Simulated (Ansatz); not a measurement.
**BGaH4O: one species, many methods**

One table from this session's results is given with a row withheld; the runs are named, their logs left out.

The runs use Ansatz 0.2.0, Gaussian basis; functionals in def2-TZVPP, the program's frozen cores in correlated methods.

Levels to be run: LDA (SPW92), PBE-D4, revPBE-D4, BLYP-D4, r2SCAN-D4, B97M-V, PBE0-D4, B3LYP-D4, r2SCANh-D4, r2SCAN0-D4, HSE06-D4, BHLYP-D4, CAM-B3LYP-D4, LC-ωPBE, ωB97X-V, ωB97M-V, B2PLYP, PBE-QIDH; CCSD(T)/def2-SVP; CCSD(T)/def2-TZVPP; MP2/def2-QZVPP; extrapolation to the limit; RPA on PBE.

## The relaxed structure

The geometry comes from an earlier relaxation with PBE0-D4 in a triple-zeta def2 set; it is a stationary point, not always the lowest conformer.

7 atoms, charge 0, spin multiplicity 1.

Atoms are counted from 1 here; the program's logs count them from 0.

Bond lengths: B1–Ga2 2.082 Å, B1–H4 1.197 Å, B1–H5 1.197 Å, Ga2–O3 1.799 Å, Ga2–H6 1.566 Å, O3–H7 0.959 Å. Angles: Ga2–B1–H4 121.9°, Ga2–B1–H5 121.9°, H4–B1–H5 116.1°, B1–Ga2–O3 119.8°, B1–Ga2–H6 129.7°, O3–Ga2–H6 110.5°, Ga2–O3–H7 114.6°.

As a file:

| atom | x (Å) | y (Å) | z (Å) |
| --- | --- | --- | --- |
| B1 | -1.3728 | 0.0183 | 0.0204 |
| Ga2 | 0.6386 | 0.0085 | 0.5591 |
| O3 | 1.9052 | -0.0840 | -0.7145 |
| H4 | -2.0051 | -0.9930 | -0.0843 |
| H5 | -1.9658 | 1.0358 | -0.1956 |
| H6 | 1.2937 | 0.0720 | 1.9801 |
| H7 | 1.5675 | -0.1255 | -1.6109 |

The first run:

Contents of in.yaml:

```yaml
crystal:
  periodic: [false, false, false]
  atoms:
    - {symbol: B, position_ang: [-1.372810, 0.018298, 0.020404]}
    - {symbol: Ga, position_ang: [0.638609, 0.008523, 0.559121]}
    - {symbol: O, position_ang: [1.905214, -0.084042, -0.714503]}
    - {symbol: H, position_ang: [-2.005094, -0.993007, -0.084312]}
    - {symbol: H, position_ang: [-1.965789, 1.035751, -0.195563]}
    - {symbol: H, position_ang: [1.293709, 0.071991, 1.980129]}
    - {symbol: H, position_ang: [1.567460, -0.125515, -1.610878]}
basis:
  gaussian: {orbitals: def2-TZVPP}
hamiltonian: {xc: lda}
output: {orbitals: {seedname: orbitals}}
```

Started as:

```bash
ansatz run in.yaml --threads 2 --pin off --events-out ev --progress --plain --max-ram 4352MiB
```

Steps of the session up to this table: LDA; PBE-D4 (GGA); revPBE-D4 (GGA); BLYP-D4 (GGA); r2SCAN-D4 (meta-GGA); B97M-V (meta-GGA); B3LYP-D4 (hybrid); r2SCANh-D4 (hybrid); r2SCAN0-D4 (hybrid); HSE06-D4 (hybrid); BHLYP-D4 (hybrid); CAM-B3LYP-D4 (range-separated); LC-ωPBE (range-separated); ωB97X-V (range-separated); ωB97M-V (range-separated); B2PLYP (double hybrid); PBE-QIDH (double hybrid).

One of the session's tables, all rows but one given; the rest of the session is left out.

```
  functional  HOMO (eV)  LUMO (eV)  gap (eV)
 LDA (SPW92)      -6.54      -3.88      2.66
      PBE-D4      -6.42      -3.58      2.84
   revPBE-D4      -6.37      -3.45      2.92
     BLYP-D4      -6.31      -3.42      2.90
   r2SCAN-D4      -6.68      -3.22      3.46
      B97M-V      -6.77      -3.33      3.44
     PBE0-D4          ?          ?         ?
    B3LYP-D4      -7.45      -2.81      4.64
  r2SCANh-D4      -7.14      -2.89      4.25
  r2SCAN0-D4      -7.81      -2.40      5.42
    HSE06-D4      -7.24      -2.98      4.27
    BHLYP-D4      -8.78      -1.57      7.21
CAM-B3LYP-D4      -8.99      -1.50      7.50
     LC-ωPBE     -10.33      -0.27     10.06
     ωB97X-V      -9.97      -0.39      9.58
     ωB97M-V      -9.80      -0.66      9.14
```

**Question.** Estimate the row for PBE0-D4.

As computed: HOMO (eV): -7.64; LUMO (eV): -2.59; gap (eV): 5.05. In the column «HOMO (eV)» it lies between r2SCAN0-D4 (-7.81) and B3LYP-D4 (-7.45).
